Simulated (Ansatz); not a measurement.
# C2HF2Si radical: basis-set convergence

One table from this session's results is given with a row withheld; the runs are named, their logs left out.

Program: Ansatz 0.2.0, Gaussian basis. Level of theory: one geometry, several basis sets. These are calculated values, not measurements.

Levels to be run: PBE0-D4/def2-SVP; ωB97M-V/def2-SVP; PBE0-D4/def2-QZVPP; ωB97M-V/def2-QZVPP; the functionals' def2-TZVPP values are taken from earlier runs.

### The geometry

All runs share one geometry, relaxed beforehand with PBE0-D4 in a triple-zeta def2 set.

SMILES `C#C[Si](F)F`, 6 atoms, charge 0, spin multiplicity 2.

Atoms are counted from 1 here; the program's logs count them from 0.

Bond lengths: C1–C2 1.207 Å, C1–H6 1.067 Å, C2–Si3 1.809 Å, Si3–F4 1.588 Å, Si3–F5 1.588 Å. Angles: C2–C1–H6 178.8°, C1–C2–Si3 171.4°, C2–Si3–F4 109.5°, C2–Si3–F5 109.5°, F4–Si3–F5 107.2°.

The first run:

File in.yaml:

```yaml
crystal:
  periodic: [false, false, false]
  atoms:
    - {symbol: C, position_ang: [-0.085898, 0.313442, 1.696404]}
    - {symbol: C, position_ang: [-0.084922, 0.112394, 0.506336]}
    - {symbol: Si, position_ang: [-0.336347, -0.088597, -1.273296]}
    - {symbol: F, position_ang: [-0.155976, -1.617160, -1.664255]}
    - {symbol: F, position_ang: [0.771508, 0.732672, -2.060734]}
    - {symbol: H, position_ang: [-0.066364, 0.483250, 2.749346]}
basis:
  gaussian: {orbitals: def2-SVP}
magnetization: {spin_polarized: true, initial_magnetization: 1}
hamiltonian: {xc: pbe0, dispersion: d4}
output: {orbitals: {seedname: orbitals}}
```

Steps of the session up to this table: PBE0-D4 in def2-SVP; ωB97M-V in def2-SVP; PBE0-D4 in def2-QZVPP; ωB97M-V in def2-QZVPP.

One table of the session follows, with a row left open; its other results are not shown here.

It belongs to the step «Density functionals: the series». 

| functional | basis | HOMO (eV) | LUMO (eV) |
| --- | --- | --- | --- |
| PBE0-D4 | def2-SVP | ? | ? |
| PBE0-D4 | def2-TZVPP | -7.01 | -2.87 |
| PBE0-D4 | def2-QZVPP | -7.04 | -2.91 |
| ωB97M-V | def2-SVP | -8.62 | -1.17 |
| ωB97M-V | def2-TZVPP | -8.77 | -1.24 |
| ωB97M-V | def2-QZVPP | -8.82 | -1.32 |

**Question.** Estimate the row for PBE0-D4, def2-SVP.

As computed: HOMO (eV): -6.88; LUMO (eV): -2.84. In the column «HOMO (eV)» it is the highest.
